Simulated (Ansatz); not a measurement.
# Cu: the cost of one run

Method: DFT r2SCAN, scalar-relativistic, plane waves, PAW, in Ansatz 0.2.0.

This is Cu in the hcp structure; at room conditions it is fcc.

### Step 1. The system as given

The structure is hexagonal, space group P6_3/mmc (No. 194). The conventional cell has a = 2.534 Å, b = 2.534 Å, c = 4.113 Å, α = 90.00°, β = 90.00°, γ = 120.00°. Cu (site symmetry -6m2) has 12 Cu at 2.52 to 2.53 Å as nearest neighbours.

Structure file:

```cif
data_structure
_symmetry_space_group_name_H-M 'P6_3/mmc'
_symmetry_Int_Tables_number 194
_cell_length_a 2.5341
_cell_length_b 2.5341
_cell_length_c 4.1126
_cell_angle_alpha 90.000
_cell_angle_beta 90.000
_cell_angle_gamma 120.000
_cell_volume 22.87
loop_
_atom_site_label
_atom_site_type_symbol
_atom_site_symmetry_multiplicity
_atom_site_Wyckoff_symbol
_atom_site_fract_x
_atom_site_fract_y
_atom_site_fract_z
_atom_site_occupancy
Cu1 Cu 2 c 0.33333 0.66667 0.25000 1
```

The structure comes from the Materials Project (structure only).

(A quick probe on a coarse mesh, which set the mesh and smearing, is not shown.)

### Step 3. The relaxation

input.yaml

```yaml
crystal:
  lattice:
    - [2.5340966698, 0.0, 0.0]
    - [-1.2670483349, 2.1945920917, 0.0]
    - [0.0, 0.0, 4.112571]
  atoms:
    - { symbol: Cu, position: [0.33333333, 0.66666667, 0.25] }
    - { symbol: Cu, position: [0.66666667, 0.33333333, 0.75] }
basis:
  ecutwfc: 500
kpoints:
  mp_grid: { grid: [18, 18, 10] }
hamiltonian:
  xc: r2scan
scf:
  occupations: { method: gaussian, width: 0.1 }
output:
  forces: true
  stress: true
  eigenvalues: true
relax:
  adjacent_minimum: "off"
  f_tol: 0.005
  max_steps: 80
  cell: { stress_tol: 0.05 }
```

Run with:

```sh
$ ansatz run input.yaml --threads 1 --pin off --max-ram 2560MiB --backend cpu --events-out ev --progress --plain --runs-dir out
```

What time and memory should one allow on 1 thread of AMD EPYC 7R43 (Zen 3), shared host?

About 46 s, with a peak of 0.51 GiB.
